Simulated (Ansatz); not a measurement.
**AlAsH₃ (quartet): from Hartree-Fock to the top rungs, cc-pVDZ**

The task here is to estimate one member of a computed series from the others.

The runs use Ansatz 0.2.0, Gaussian basis; cc-pVDZ, core rule «outside noble gas», up to 19 orbitals frozen.

Plan: UHF; CCSD(T) on ROHF; CCSD(T) on UHF; BCCD(T) on ROHF; CISD as a restricted active space (open shells left free, so some higher excitations enter); CCSDT(Q) on ROHF; CCSDT(Q) on UHF.

18 further runs of the same task are left out: 7 that didn't finish, 11 set aside as unsound or not needed. Runs told in other sessions of the task aren't counted.

## The geometry

The geometry is a PBE0/def2-TZVP stationary point (not a proven minimum) of the parent state, kept for this charge and spin. No spin-orbit coupling is included. The filled d shell of As may be among the frozen orbitals whatever the setting's name suggests.

5 atoms, charge 0, spin multiplicity 4.

Atoms are counted from 1 here; the program's logs count them from 0.

Bond lengths: Al1–As2 2.457 Å, Al1–H3 1.608 Å, As2–H4 1.527 Å, As2–H5 1.521 Å. Angles: As2–Al1–H3 115.1°, Al1–As2–H4 88.1°, Al1–As2–H5 93.5°, H4–As2–H5 92.9°.

Set-up of the first run:

Input file in.yaml:

```yaml
crystal:
  periodic: [false, false, false]
  atoms:
    - {symbol: Al, position_ang: [0.030968, -0.131818, 1.790177]}
    - {symbol: As, position_ang: [-0.036900, 0.036215, -0.659781]}
    - {symbol: H, position_ang: [-0.046103, 1.270326, 2.572815]}
    - {symbol: H, position_ang: [1.257138, 0.843580, -0.588998]}
    - {symbol: H, position_ang: [0.702801, -1.277219, -0.862641]}
basis:
  gaussian: {orbitals: cc-pVDZ}
magnetization: {spin_polarized: true, initial_magnetization: 3}
hamiltonian: {xc: hf}
output: {orbitals: {seedname: orbitals}}
```

Command:

```console
ansatz run in.yaml --threads 1 --pin off --events-out ev --progress --plain --max-ram 2393MiB
```

Steps of the session up to this table: UHF; CCSD(T) on ROHF; CCSD(T) on UHF; BCCD(T) on ROHF; CISD as a restricted active space (open shells left free, so some higher excitations enter); CCSDT(Q) on ROHF; CCSDT(Q) on UHF.

One table of the session follows, with a row left open; its other results are not shown here.

It belongs to the step «Misses and costs». 

| method | from UCCSDT(Q) (meV) |
| --- | --- |
| ROHF | +5332.6 |
| UHF | ? |
| RMP2 | +1256.8 |
| UMP2 | +1258.3 |
| CISD | +598.9 |
| RCCSD | +198.8 |
| UCCSD | +192.2 |
| RCCSD(T) | +49.2 |
| UCCSD(T) | +46.9 |
| BCCD(T) | +47.2 |
| RCCSDT | +9.5 |
| UCCSDT | +6.8 |
| RCCSDT(Q) | +3.1 |
| UCCSDT(Q) | 0 |

**Question.** Estimate the row for UHF.

**Answer.** from UCCSDT(Q) (meV): +5190.6. In the column «from UCCSDT(Q) (meV)» it lies between UMP2 (+1258.3) and ROHF (+5332.6).

To keep in mind: Restricted and unrestricted rows rest on different reference determinants; a gap between their highest levels can come from leftover correlation error, from unlike frozen cores or from another state.
